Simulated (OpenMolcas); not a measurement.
# Pt⁵⁺ among point charges: CASSCF and CASPT2 levels and susceptibility

Aim: the splitting of the states of Pt⁵⁺ in the field of 6 point charges, its lowest levels with spin-orbit coupling and its magnetic susceptibility.

Method: state-averaged CASSCF and CASPT2, spin-orbit coupling by RASSI with atomic mean-field integrals. Code: OpenMolcas 26.06.

## Step 1: Starting point

```
Species                           : Pt⁵⁺ (platinum, Z = 78, 73 electrons)
Basis                             : ANO-RCC-VDZP [7s6p4d2f], 59 functions
Scalar Hamiltonian                : DKH2, point nucleus
Inactive shells                   : 1s 2s 2p 3s 3p 3d 4s 4p 4d 4f 5s 5p
Active space                      : 5 electrons in 5 orbitals (5d)
Some configurations of this space : 5d5
Orbitals                          : optimised for each spin and parity, averaged over all roots
```

Outer shells as boxes (Hund's rule):

5d5
```
5d [↑ ][↑ ][↑ ][↑ ][↑ ]
```

The ion sits among 6 point charges of -1.36 e arranged as a tetragonal octahedron (D4h), 2.11 Å from the ion, with the axial distance 2.258 Å.

The work runs as a chain of OpenMolcas steps in one folder; each step below is one input file. Labels, J, g values, rates, χT and fits are worked out afterwards by a script from the matrices that RASSI stores. The input lists half of the charges; inversion (Group=XYZ) makes the rest.

## Step 2: GATEWAY and SEWARD: basis and integrals

Contents of a.inp:

```
&GATEWAY
Coord
1

Pt 0.0 0.0 0.0
Basis=ANO-RCC-VDZP
Group=XYZ
NoMove
AngMom=0.0 0.0 0.0
AMFI
XField
3 Angstrom 0
2.110000 0.000000 0.000000 -1.360000
0.000000 2.110000 0.000000 -1.360000
0.000000 0.000000 2.257700 -1.360000
&SEWARD
```

Command:

```console
$ OMP_NUM_THREADS=1 MOLCAS_MEM=1689 MOLCAS_PROJECT=a pymolcas a.inp > a.log
```

## Step 3: Reference wave functions, sextets of even parity, 1 root

Contents of a.inp:

```
&RASSCF
FileOrb=start.orb
Symmetry=1
Spin=6
nActEl=5 0 0
Inactive=15 19
Ras2=5 0
CIRoot=1 1 1
SDav=1
CIMx=300
Iter=120 100
PrWF=0.3
OrbListing=Nothing
MaxOrb=0
>>> COPY $Project.JobIph JOB001
```

start.orb holds the contracted functions of the basis, ordered by shell, or the orbitals of the step before.

## Step 4: Reference wave functions, quartets of even parity, 24 roots

Contents of a.inp:

```
&RASSCF
FileOrb=start.orb
Symmetry=1
Spin=4
nActEl=5 0 0
Inactive=15 19
Ras2=5 0
CIRoot=24 24 1
SDav=24
CIMx=300
Iter=120 100
PrWF=0.3
OrbListing=Nothing
MaxOrb=0
>>> COPY $Project.JobIph JOB002
```

## Step 5: CASSCF: doublets of even parity, 75 roots

Contents of a.inp:

```
&RASSCF
FileOrb=start.orb
Symmetry=1
Spin=2
nActEl=5 0 0
Inactive=15 19
Ras2=5 0
CIRoot=75 75 1
SDav=75
CIMx=300
Iter=120 100
PrWF=0.3
OrbListing=Nothing
MaxOrb=0
>>> COPY $Project.JobIph JOB003
```

## Step 6: State interaction with spin-orbit coupling

Contents of a.inp:

```
&RASSI
NrOfJobIphs=3 1 24 75
1
1 2 3 4 5 6 7 8 9 10 11 12 13 14 15 16 17 18 19 20 21 22 23 24
1 2 3 4 5 6 7 8 9 10 11 12 13 14 15 16 17 18 19 20 21 22 23 24 25 26 27
28 29 30 31 32 33 34 35 36 37 38 39 40 41 42 43 44 45 46 47 48 49 50 51
52 53 54 55 56 57 58 59 60 61 62 63 64 65 66 67 68 69 70 71 72 73 74 75
IphNames
JOB001
JOB002
JOB003
EJob
SpinOrbit
DIPRint=1.0
SOCoupling=1000.0
Subsets=2
Property=9
'ANGMOM' 1 'ANGMOM' 2 'ANGMOM' 3 'MLTPL  1' 1 'MLTPL  1' 2 'MLTPL  1' 3
'AMFI' 1 'AMFI' 2 'AMFI' 3
SOProperty=3
'ANGMOM' 1 'ANGMOM' 2 'ANGMOM' 3
```

## Step 7: CASPT2: IPEA 0.25, imaginary shift 0.1 (closed shells correlated: 5s 5p)

Contents of a.inp:

```
>>> COPY JOB001 $Project.JobIph
&CASPT2
Multistate=1 1
Frozen=14 16
IPEA=0.25
Imaginary=0.1
MaxIter=60
WThr=0.0 0.3 0.05
PrWF=0.5
NoMix
>>> COPY JOB002 $Project.JobIph
&CASPT2
Multistate=24 1 2 3 4 5 6 7 8 9 10 11 12 13 14 15 16 17 18 19 20 21 22
23 24
NoMult
Frozen=14 16
IPEA=0.25
Imaginary=0.1
MaxIter=60
WThr=0.0 0.3 0.05
PrWF=0.5
NoMix
>>> COPY JOB003 $Project.JobIph
&CASPT2
Multistate=75 1 2 3 4 5 6 7 8 9 10 11 12 13 14 15 16 17 18 19 20 21 22
23 24 25 26 27 28 29 30 31 32 33 34 35 36 37 38 39 40 41 42 43 44 45 46
47 48 49 50 51 52 53 54 55 56 57 58 59 60 61 62 63 64 65 66 67 68 69 70
71 72 73 74 75
NoMult
Frozen=14 16
IPEA=0.25
Imaginary=0.1
MaxIter=60
WThr=0.0 0.3 0.05
PrWF=0.5
NoMix
```

(Steps that only read results are left out.)

What does the calculation give? Wanted: spin-free ground state; lowest level; next level.

As calculated:

| quantity | value |
| --- | --- |
| method | SS-CASPT2, IPEA 0.25, imaginary shift 0.1 (closed shells correlated: 5s 5p) |
| spin-free ground state | 6A1, 1-fold in its orbital part |
| lowest level | 2-fold E3/2, g = 2.32, 2.32, 4.45 |
| next level | 59.2 cm⁻¹ |
| χT at 300 K | 3.90 cm³ K/mol |
| effective moment at 300 K | 5.58 μB |

Cost by method:

```csv
method,time of its own steps,time with the reference
A. CASSCF,38 s,38 s
"B. SS-CASPT2, IPEA 0.25, imaginary shift 0.1, +5s 5p",12 s,51 s
```

Times are of one thread on a shared host.

The spin-free ground state (6A1) comes to 100 % from free-ion S terms and keeps the highest spin of the shell. χT at 300 K is 3.90, against 4.39 cm³ K/mol for the spin alone, so spin-orbit coupling lowers it. An active space of the d shell alone favours high spin; real ions in strong fields can be low spin. The field of point charges can differ much from that of real complexes. With metal d orbitals alone active, the gaps between spin states are rough; where two lie within a few thousand cm-1, their order is open. This is an electrostatic model: the charges have no orbitals.
